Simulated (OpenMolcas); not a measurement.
# Co²⁺ with 6 ligands (bromide): CASSCF and CASPT2 levels and susceptibility

Aim: the ligand-field states of Co²⁺ in this surrounding, its lowest levels with spin-orbit coupling and its magnetic susceptibility.

Program: OpenMolcas 26.06. Level of theory: state-averaged CASSCF and CASPT2, spin-orbit coupling by RASSI with atomic mean-field integrals. These are calculated values, not measurements, unless marked.

## Step 1: The system

```
Species                           : Co²⁺ (cobalt, Z = 27, 25 electrons)
Basis                             : ANO-RCC-VDZP [5s4p2d1f], 196 functions with the ligands
Scalar Hamiltonian                : DKH2, point nucleus
Inactive shells                   : 1s 2s 2p 3s 3p of the metal, and all ligand shells
Active space                      : 7 electrons in 5 orbitals (3d)
Some configurations of this space : 3d7
Orbitals                          : optimised for each spin and parity, averaged over all roots
```

Outer shells as boxes (Hund's rule):

3d7
```
3d [↑↓][↑↓][↑ ][↑ ][↑ ]
```

Co²⁺ is taken with 6 ligands (bromide) in octahedron coordination (Oh) at 2.65 Å. A charge of +0.667 e stands 2.4 Å behind each ligand. Ligand basis ANO-RCC-VDZP. The distances are assumed, not relaxed.

```xyz
7

Co    0.0000    0.0000    0.0000
Br    2.6500    0.0000    0.0000
Br    0.0000    2.6500    0.0000
Br   -2.6500    0.0000    0.0000
Br    0.0000   -2.6500    0.0000
Br    0.0000    0.0000    2.6500
Br    0.0000    0.0000   -2.6500
```

Each step is its own input file, run in one work folder so that later steps find the files of earlier ones. Labels, J, g values, rates, χT and fits are worked out afterwards by a script from the matrices that RASSI stores. The input lists half of the charges; inversion (Group=XYZ) makes the rest.

## Step 2: Basis and integrals

The input, a.inp:

```
&GATEWAY
Coord
7

Co 0.0 0.0 0.0
Br 2.650000 0.000000 0.000000
Br 0.000000 2.650000 0.000000
Br -2.650000 0.000000 0.000000
Br 0.000000 -2.650000 0.000000
Br 0.000000 0.000000 2.650000
Br 0.000000 0.000000 -2.650000
Basis=Co.ANO-RCC-VDZP,Br.ANO-RCC-VDZP
Group=XYZ
NoMove
AngMom=0.0 0.0 0.0
AMFI
RICD
XField
3 Angstrom 0
5.050000 0.000000 0.000000 0.666667
0.000000 5.050000 0.000000 0.666667
0.000000 0.000000 5.050000 0.666667
&SEWARD
```

Command:

```console
$ OMP_NUM_THREADS=1 MOLCAS_MEM=2457 MOLCAS_PROJECT=a pymolcas a.inp > a.log
```

## Step 3: CASSCF: quartets of even parity, 10 roots

The input, a.inp:

```
&RASSCF
FileOrb=start.orb
Symmetry=1
Spin=4
nActEl=7 0 0
Inactive=57 60
Ras2=5 0
CIRoot=10 10 1
SDav=10
CIMx=300
Iter=150 100
PrWF=0.3
OrbListing=Nothing
MaxOrb=0
LevShft=1.0
>>> COPY $Project.JobIph JOB001
```

start.orb holds start orbitals that the driver prepared beforehand, or those of the step before.

## Step 4: CASSCF: doublets of even parity, 40 roots

The input, a.inp:

```
&RASSCF
FileOrb=start.orb
Symmetry=1
Spin=2
nActEl=7 0 0
Inactive=57 60
Ras2=5 0
CIRoot=40 40 1
SDav=40
CIMx=300
Iter=150 100
PrWF=0.3
OrbListing=Nothing
MaxOrb=0
LevShft=1.0
>>> COPY $Project.JobIph JOB002
```

## Step 5: RASSI: spin-orbit coupling between the states

The input, a.inp:

```
&RASSI
NrOfJobIphs=2 10 40
1 2 3 4 5 6 7 8 9 10
1 2 3 4 5 6 7 8 9 10 11 12 13 14 15 16 17 18 19 20 21 22 23 24 25 26 27
28 29 30 31 32 33 34 35 36 37 38 39 40
IphNames
JOB001
JOB002
EJob
SpinOrbit
DIPRint=1.0
SOCoupling=1000.0
Subsets=2
Property=9
'ANGMOM' 1 'ANGMOM' 2 'ANGMOM' 3 'MLTPL  1' 1 'MLTPL  1' 2 'MLTPL  1' 3
'AMFI' 1 'AMFI' 2 'AMFI' 3
SOProperty=3
'ANGMOM' 1 'ANGMOM' 2 'ANGMOM' 3
```

## Step 6: CASPT2: IPEA 0.25, imaginary shift 0.1 (60 orbitals frozen, the lowest in energy)

The input, a.inp:

```
>>> COPY JOB001 $Project.JobIph
&CASPT2
Multistate=10 1 2 3 4 5 6 7 8 9 10
NoMult
Frozen=30 30
IPEA=0.25
Imaginary=0.1
MaxIter=60
WThr=0.0 0.3 0.05
PrWF=0.5
NoMix
>>> COPY JOB002 $Project.JobIph
&CASPT2
Multistate=40 1 2 3 4 5 6 7 8 9 10 11 12 13 14 15 16 17 18 19 20 21 22
23 24 25 26 27 28 29 30 31 32 33 34 35 36 37 38 39 40
NoMult
Frozen=30 30
IPEA=0.25
Imaginary=0.1
MaxIter=60
WThr=0.0 0.3 0.05
PrWF=0.5
NoMix
```

(Steps that only read results are left out.)

Q: Predict the outcome of this session. Wanted: spin-free ground state; first state of the same spin within the active space; lowest level; next level.

**Answer**, as computed:

| quantity | value |
| --- | --- |
| method | SS-CASPT2, IPEA 0.25, imaginary shift 0.1 (60 orbitals frozen, the lowest in energy) |
| spin-free ground state | 4T1, 3-fold in its orbital part |
| first state of the same spin within the active space | 4T2 at 4040 cm⁻¹ |
| lowest level | 2-fold Γ6, g = 4.56, 4.56, 4.56 |
| next level | 351.6 cm⁻¹ |
| χT at 300 K | 3.79 cm³ K/mol |
| effective moment at 300 K | 5.51 μB |

Cost by method:

```csv
method,time of its own steps,time with the reference
A. CASSCF,72 s,72 s
"B. SS-CASPT2, IPEA 0.25, imaginary shift 0.1 (60 orbitals frozen, the lowest in energy)",12 min,13 min
```

Times are of one thread on a shared host.

In words: The spin-free ground state (4T1) comes to 100 % from free-ion F terms and keeps the highest spin of the shell. χT at 300 K is 3.79, against 1.88 cm³ K/mol for the spin alone, so orbital moment adds to it. An active space of the d shell alone favours high spin; real ions in strong fields can be low spin. A ligand-field fit to the states below 45000 cm-1 gives 10Dq = 4347 cm-1, B = 999 cm-1 and C = 3726 cm-1 (C/B = 3.73), with a deviation of 429 cm-1. CASPT2 does not keep the components of a term degenerate, and the means are used. The frozen orbitals are chosen by energy, so an outer shell of the metal can be frozen while a deeper shell elsewhere is correlated. With metal d orbitals alone active, the gaps between spin states are rough; where two lie within a few thousand cm-1, their order is open. The bonds are covalent and no ligand orbital is active, so the numbers are rough. With one d shell, CASPT2 may overshoot the field of a late 3d ion.
